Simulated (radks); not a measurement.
# The first electron to leave Nd

An exercise on one series of results from a longer session: the logs are not shown, and one member is left open.

Program: radks (a radial shooting solver on a logarithmic mesh, Libxc functionals) version 1. Level of theory: Dirac Kohn-Sham, relativistic LDA (MacDonald-Vosko exchange, VWN5 correlation), spin-unpolarised, spherical densities, finite nucleus. These are calculated values, not measurements, unless marked.

5 further runs of the same task are left out: 1 that didn't finish, 4 set aside as unsound or not needed.

### The atom as given

| Quantity | Value |
| --- | --- |
| element | neodymium (Z = 60) |
| charge | 0 |
| electrons | 60 |
| configuration | [Xe] 4f(5/2: 4, 7/2: 0) 6s2 |
| nuclear rms radius | 4.9123 fm |

A shell typed twice in an input gives the lower j, then the higher j.

Set-up of the first run:

Input:

```text
Z 60
configuration [Xe] 4f4 4f0 6s2
relativity Dirac
functional lda_x_rel,vwn5
spin unpolarised
j_filling energy
nucleus finite rms 4.9123 fm
c 137.035999084
```

Steps of the session up to this table: The parent, Nd.

One of the session's tables, all rows but one given; the rest of the session is left out.

It belongs to the step «The parent, Nd». From the orbitals of this run (lengths in bohr):

| level | <r> | outermost maximum (interpolated) | 90 % within | nodes |
| --- | --- | --- | --- | --- |
| 4d3/2 | ? | ? | ? | ? |
| 4d5/2 | 0.7124 | 0.623 | 1.07 | 1 |
| 5s1/2 | 1.476 | 1.32 | 2.13 | 4 |
| 5p1/2 | 1.670 | 1.45 | 2.45 | 3 |
| 5p3/2 | 1.765 | 1.52 | 2.60 | 3 |
| 6s1/2 | 4.389 | 3.73 | 6.48 | 5 |
| 4f5/2 | 1.116 | 0.660 | 1.99 | 0 |
| 4f7/2 | 1.141 | 0.665 | 2.04 | 0 |

Q: Estimate the row for 4d3/2 from the others.

As computed: <r>: 0.7022; outermost maximum (interpolated): 0.614; 90 % within: 1.06; nodes: 1. In the column «<r>» it is the lowest.

To keep in mind: Spin polarisation and multiplet splitting are left out, so open shells lie too high by an amount that depends on their filling.
